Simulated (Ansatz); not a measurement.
# Sn8NO15: the cost of one run

Computed with Ansatz 0.2.0 (DFT, PBE, plane-wave PAW, default files, scalar-relativistic, as far as a step names no other, unless a step's input says otherwise).

## (1) Starting point

The structure is orthorhombic, space group Fmm2 (No. 42). Conventional cell: a = 6.373 Å, b = 13.401 Å, c = 13.401 Å, α = 90.00°, β = 90.00°, γ = 90.00°. Sn (site symmetry mm2) is surrounded by 5 O at 2.05 to 2.06 Å and 1 N at 2.06 Å. Sn (site symmetry mm2) has 6 O at 2.05 to 2.06 Å as nearest neighbours. Sn (site symmetry m) is surrounded by 6 O at 2.05 to 2.06 Å. Sn (site symmetry m) is surrounded by 5 O at 2.05 to 2.06 Å and 1 N at 2.05 Å. Around Sn (site symmetry 2) lie 6 O at 2.05 to 2.06 Å. N (site symmetry mm2) is surrounded by 3 Sn at 2.05 to 2.06 Å. O (site symmetry mm2) has 3 Sn at 2.05 to 2.06 Å as nearest neighbours. Around O (site symmetry m) lie 3 Sn at 2.05 to 2.06 Å. Only part of the 13 independent sites is listed.

Coordinates:

```cif
data_structure
_symmetry_space_group_name_H-M 'P 1'
_symmetry_Int_Tables_number 1
_cell_length_a 7.4196
_cell_length_b 7.4196
_cell_length_c 7.4196
_cell_angle_alpha 100.629
_cell_angle_beta 100.629
_cell_angle_gamma 129.132
_cell_volume 286.13
loop_
_atom_site_label
_atom_site_type_symbol
_atom_site_fract_x
_atom_site_fract_y
_atom_site_fract_z
_atom_site_occupancy
Sn1 Sn 0.00000 0.00000 0.00000 1
Sn2 Sn 0.50000 0.50000 0.00000 1
Sn3 Sn 0.50000 0.00000 0.50000 1
Sn4 Sn 0.00000 0.50000 0.50000 1
Sn5 Sn 0.50000 0.50000 0.50000 1
Sn6 Sn 0.00000 0.00000 0.50000 1
Sn7 Sn 0.00000 0.50000 0.00000 1
Sn8 Sn 0.50000 0.00000 0.00000 1
N1 N 0.15355 0.15355 0.30710 1
O1 O 0.65355 0.65355 0.30710 1
O2 O 0.65355 0.15355 0.80710 1
O3 O 0.15355 0.65355 0.80710 1
O4 O 0.65355 0.34645 0.50000 1
O5 O 0.15355 0.84645 0.50000 1
O6 O 0.15355 0.34645 0.00000 1
O7 O 0.65355 0.84645 0.00000 1
O8 O 0.34645 0.34645 0.69290 1
O9 O 0.84645 0.84645 0.69290 1
O10 O 0.84645 0.34645 0.19290 1
O11 O 0.34645 0.84645 0.19290 1
O12 O 0.34645 0.65355 0.50000 1
O13 O 0.84645 0.15355 0.50000 1
O14 O 0.84645 0.65355 0.00000 1
O15 O 0.34645 0.15355 0.00000 1
```

Atom 9 of the input is the impurity.

## (2) First run, atoms as given

input.yaml reads:

```yaml
crystal:
  lattice:
    - [-4.738, 4.738, 3.1865]
    - [4.738, -4.738, 3.1865]
    - [4.738, 4.738, -3.1865]
  atoms:
    - { symbol: Sn, position: [0.0, 0.0, 0.0] }
    - { symbol: Sn, position: [0.5, 0.5, 0.0] }
    - { symbol: Sn, position: [0.5, 0.0, 0.5] }
    - { symbol: Sn, position: [0.0, 0.5, 0.5] }
    - { symbol: Sn, position: [0.5, 0.5, 0.5] }
    - { symbol: Sn, position: [0.0, 0.0, 0.5] }
    - { symbol: Sn, position: [0.0, 0.5, 0.0] }
    - { symbol: Sn, position: [0.5, 0.0, 0.0] }
    - { symbol: "N", position: [0.15355, 0.15355, 0.3071], spin: 1.0 }
    - { symbol: O, position: [0.65355, 0.65355, 0.3071] }
    - { symbol: O, position: [0.65355, 0.15355, 0.8071] }
    - { symbol: O, position: [0.15355, 0.65355, 0.8071] }
    - { symbol: O, position: [0.65355, 0.34645, 0.5] }
    - { symbol: O, position: [0.15355, 0.84645, 0.5] }
    - { symbol: O, position: [0.15355, 0.34645, 0.0] }
    - { symbol: O, position: [0.65355, 0.84645, 0.0] }
    - { symbol: O, position: [0.34645, 0.34645, 0.6929] }
    - { symbol: O, position: [0.84645, 0.84645, 0.6929] }
    - { symbol: O, position: [0.84645, 0.34645, 0.1929] }
    - { symbol: O, position: [0.34645, 0.84645, 0.1929] }
    - { symbol: O, position: [0.34645, 0.65355, 0.5] }
    - { symbol: O, position: [0.84645, 0.15355, 0.5] }
    - { symbol: O, position: [0.84645, 0.65355, 0.0] }
    - { symbol: O, position: [0.34645, 0.15355, 0.0] }
magnetization:
  spin_polarized: true
kpoints:
  mp_grid: { grid: [4, 4, 4] }
scf:
  occupations: { method: fermi_dirac, width: 0.01 }
hamiltonian:
  xc: pbe
  pseudopotentials: { kind: paw }
output:
  forces: true
  stress: true
  populations: true
  efg:
    quadrupole_moments_barn: { Sn: -0.132, "N": 0.02044, O: -0.02558 }
    contact_densities: true
```

Started as:

```sh
$ ansatz run input.yaml --threads 4 --pin off --max-ram 8192MiB --backend cpu --events-out ev --progress --plain --runs-dir out
```

What time and memory should one allow on 4 threads of Arm Neoverse V2, shared host?

About 68 s, with a peak of 1.6 GiB.
